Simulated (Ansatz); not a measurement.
## SnSe2, space group P-3m1: a band structure, step by step

With Ansatz 0.2.0, Python API.

`snse2.xyz`
```text
3
Lattice="3.811 0.0 0.0 -1.9055 3.30042281 0.0 0.0 0.0 6.136" Properties=species:S:1:pos:R:3 pbc="T T T"
Sn    0.00000000    0.00000000    0.00000000
Se   -0.00000000    2.20028188    1.52786400
Se    1.90550000    1.10014094    4.60813600
```

The cells in order, each with its output:

In [1]:
```python
import warnings

import ansatz as az
import numpy as np

warnings.simplefilter('ignore', az.DeckWarning)
```

In [2]:
```python
system = az.Crystal.from_extxyz('snse2.xyz')

len(system.resolved().sites)
```
Out [2]:
```text
3
```

In [3]:
```python
path = [
    ('G', (0.0, 0.0, 0.0)),
    ('M', (0.5, 0.0, 0.0)),
    ('K', (0.33333, 0.33333, 0.0)),
    ('G', (0.0, 0.0, 0.0)),
    ('A', (0.0, 0.0, 0.5)),
    ('L', (0.5, 0.0, 0.5)),
    ('H', (0.33333, 0.33333, 0.5)),
    ('A', (0.0, 0.0, 0.5)),
]
model = system.calculation()
model = model.functional('pbe')
model = model.occupations('fixed')
model = model.kpoints(mesh=(6, 6, 4))
model = model.band_structure([point for _, point in path], intervals=4)
model = model.scf(extra_bands=6)
model = model.stress()
res = model.run(threads=1)
r = res.report

r['n_iterations'], r['closed_by']
```
Out [3]:
```text
(6, 'deck_thresholds')
```

In [4]:
```python
print('%-22s %14.5f eV' % ('F = E - TS', r['free_energy_ev']))
print('%-22s %14.5f eV' % ('E', r['internal_energy_ev']))
print('%-22s %14.5f eV' % ('Harris-Foulkes', r['harris_foulkes_ev']))
print('%-22s %14.5f eV' % ('Fermi level', r['fermi_energy_ev']))
```
```text
F = E - TS               -16963.26387 eV
E                        -16963.26387 eV
Harris-Foulkes           -16963.26387 eV
Fermi level                   8.10759 eV
```

In [5]:
```python
stress = np.array(r['stress_gpa'])
print(f'pressure {np.trace(stress) / 3:.3f} GPa')
print('stress tensor, GPa, positive in compression')
np.round(stress, 3) + 0.0
```
```text
pressure 5.571 GPa
stress tensor, GPa, positive in compression
```
Out [5]:
```text
array([[5.118, 0.   , 0.   ],
       [0.   , 5.118, 0.   ],
       [0.   , 0.   , 6.477]])
```

In [6]:
```python
bands = res.band_structure()
fermi = bands.fermi_energy_ev
print(f'zero of the bands: {fermi:.3f} eV, the Fermi level found on the SCF mesh')
for spin, channel in enumerate(bands.channels):
    print('channel', spin, '- computed levels within 8 eV of the Fermi level')
    for i, (label, _) in enumerate(path):
        levels = channel.eigenvalues_ev[i * 4] - fermi
        print(f'  {label:3s}', ' '.join(f'{e:7.3f}' for e in levels if abs(e) < 8))
```
```text
zero of the bands: 8.108 eV, the Fermi level found on the SCF mesh
channel 0 - computed levels within 8 eV of the Fermi level
  G    -6.056  -0.690  -0.690  -0.384  -0.384   0.000   1.103   2.959   4.652   4.652
  M    -7.208  -4.471  -2.899  -2.672  -1.190  -0.298   1.165   3.809   5.462   5.499   7.284
  K    -7.480  -3.698  -3.698  -3.339  -1.517  -1.517   1.439   6.670   6.670   7.237   7.425
  G    -6.056  -0.690  -0.690  -0.384  -0.384   0.000   1.103   2.959   4.652   4.652
  A    -5.134  -2.035  -0.781  -0.781  -0.231  -0.231   2.459   2.930   4.382   4.382
  L    -7.340  -4.916  -2.506  -1.986  -0.830  -0.688   0.879   4.275   4.862   5.851   6.364
  H    -7.412  -4.204  -4.204  -3.711  -0.364  -0.364   2.559   4.760   4.760   6.262
  A    -5.134  -2.035  -0.781  -0.781  -0.231  -0.231   2.459   2.930   4.382   4.382
```

What to keep in mind:
- Absolute energies stand on the zero of these potentials, so only differences at equal settings mean something. A total without «per atom» is that of the cell as typed.
- The Fermi level of a run with fixed occupations marks the highest occupied state on its mesh, not mid-gap.
- An absolute Fermi energy rests on an arbitrary zero of the periodic potential and has no direct meaning.
- At these settings the cell as given stands under about 6 GPa, so it isn't at this functional's equilibrium volume.
- The structure is a deposited one; some such entries were measured under pressure or heat, so a shift against it needn't be the functional's error alone.
- Levels are Kohn-Sham eigenvalues on this mesh, without spin-orbit coupling.
- Finished in 5.6 s on 1 thread of Arm Neoverse V1, on a shared host, peak memory 0.41 GiB.
